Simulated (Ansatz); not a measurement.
# C₂H₇BZn: a ladder of functionals and wavefunction methods

How much do the methods differ for C₂H₇BZn? The plan is to run it at one geometry with functionals of several rungs and with coupled cluster. The yardstick is the atomisation energy at the CCSD(T) limit.

Method: functionals in def2-TZVPP, the program's frozen cores in correlated methods; program: Ansatz 0.2.0, Gaussian basis.

Plan: PBE-D4, r2SCAN-D4, PBE0-D4, B3LYP-D4, ωB97X-V, ωB97M-V, B2PLYP; CCSD(T)/def2-TZVPP; MP2/def2-QZVPP; extrapolation to the limit.

**1. The relaxed structure**

The geometry comes from an earlier relaxation with PBE0-D4 in a triple-zeta def2 set; it is a stationary point, not always the lowest conformer.

11 atoms, charge 0, spin multiplicity 1.

Atoms are counted from 1 here; the program's logs count them from 0.

Bond lengths: C1–C2 1.522 Å, C1–H5 1.095 Å, C1–H6 1.093 Å, C1–H7 1.093 Å, C2–B3 1.570 Å, C2–H8 1.094 Å, C2–H9 1.107 Å, B3–Zn4 2.362 Å, B3–H10 1.205 Å, B3–H11 1.207 Å. Angles: C2–C1–H5 110.8°, C2–C1–H6 112.4°, C2–C1–H7 111.1°, H5–C1–H6 107.3°, H5–C1–H7 107.0°, H6–C1–H7 107.9°, C1–C2–B3 117.8°, C1–C2–H8 111.0°, C1–C2–H9 108.7°, B3–C2–H8 112.9°, B3–C2–H9 100.8°, H8–C2–H9 104.2°, C2–B3–Zn4 105.3°, C2–B3–H10 120.7°, C2–B3–H11 119.8°, Zn4–B3–H10 91.0°, Zn4–B3–H11 88.9°, H10–B3–H11 117.0°.

**2. PBE-D4 (GGA)**

The input, in.yaml:

```yaml
crystal:
  periodic: [false, false, false]
  atoms:
    - {symbol: C, position_ang: [-0.960819, 0.930269, -0.033373]}
    - {symbol: C, position_ang: [0.079049, 0.079044, 0.681025]}
    - {symbol: B, position_ang: [1.126247, -0.690541, -0.200180]}
    - {symbol: Zn, position_ang: [-0.138378, -2.221586, -1.478393]}
    - {symbol: H, position_ang: [-1.681331, 0.299466, -0.565284]}
    - {symbol: H, position_ang: [-1.527781, 1.560901, 0.656402]}
    - {symbol: H, position_ang: [-0.494126, 1.580939, -0.777311]}
    - {symbol: H, position_ang: [-0.388763, -0.556661, 1.438946]}
    - {symbol: H, position_ang: [0.746236, 0.746138, 1.260678]}
    - {symbol: H, position_ang: [1.780777, -1.588527, 0.265307]}
    - {symbol: H, position_ang: [1.524292, -0.196542, -1.227217]}
basis:
  gaussian: {orbitals: def2-TZVPP}
hamiltonian: {xc: pbe, dispersion: d4}
output: {forces: true, orbitals: {seedname: orbitals}}
```

Command:

```bash
ansatz run in.yaml --threads 4 --pin off --events-out ev --progress --plain --max-ram 10444MiB
```

After this run come: r2SCAN-D4 (meta-GGA); PBE0-D4 (hybrid); B3LYP-D4 (hybrid); ωB97X-V (range-separated); ωB97M-V (range-separated); B2PLYP (double hybrid); CCSD(T) in def2-TZVPP; MP2 in def2-QZVPP.

Q: Predict the results of all the runs planned. Wanted: atomisation energy, CCSD(T)/CBS; farthest; mean size of error, hybrid; mean size of error, range-separated; gap, smallest and largest; T1 diagnostic; triples share of the correlation energy.

**Answer**, as computed:

```
                               quantity                                value
        atomisation energy, CCSD(T)/CBS                        3696.0 kJ/mol
 functionals within 18.5 kJ/mol (0.5 %)                              ωB97X-V
                               farthest                PBE-D4 (+75.3 kJ/mol)
             mean size of error, hybrid                          35.7 kJ/mol
    mean size of error, range-separated                          15.0 kJ/mol
              gap, smallest and largest  3.49 eV (PBE-D4), 8.81 eV (ωB97X-V)
                          T1 diagnostic                               0.0140
triples share of the correlation energy                                3.5 %
```

What this shows: PBE-D4 is off by +75.3 kJ/mol. Double hybrids carry the basis error of their MP2 part in triple zeta, and no dispersion term here, so their miss is partly the set-up's. The reference freezes the cores and leaves out relativity and excitations past (T), so misses under about 18.5 kJ/mol can't be ranked. Hartree-Fock recovers 77 % of the binding; the rest is correlation. The gap grows from 3.5 to 8.8 eV across the functionals, mostly with the share of exact exchange. For Zn the d shell is correlated and the shells below it are frozen.
